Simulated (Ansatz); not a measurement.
Crystal: Sn3Te.

```
Te Sn
1.0
     4.86562    0.00000    0.00000
     0.00000    4.86562    0.00000
     0.00000    0.00000    4.86562
Te Sn
1 3
Direct
  0.00000 0.00000 0.00000
  0.00000 0.50000 0.50000
  0.50000 0.00000 0.50000
  0.50000 0.50000 0.00000
```

The cell comes from a database or a generator and needn't be the stable form of this composition.

Base run:

* Program: Ansatz 0.2.0
* Functional: PBEsol
* Potentials or basis: all-electron LAPW, scalar-relativistic
* Cutoff: 138 eV
* Density cutoff: 551 eV
* Basis error allowed: 0.002 eV/atom
* k mesh: 6 × 6 × 6
* Occupations: fermi-dirac, width 0.05 eV
* Spin: no spin polarisation

Its results: pressure -2.4 GPa.

Task: The run is repeated on the same cell with these changes: functional from PBEsol to LDA. What comes out?

Result: Pressure -3.5 GPa.

LDA binds more tightly than PBEsol, so the same cell stands under less pressure.

Not every run made on this cell is shown here.
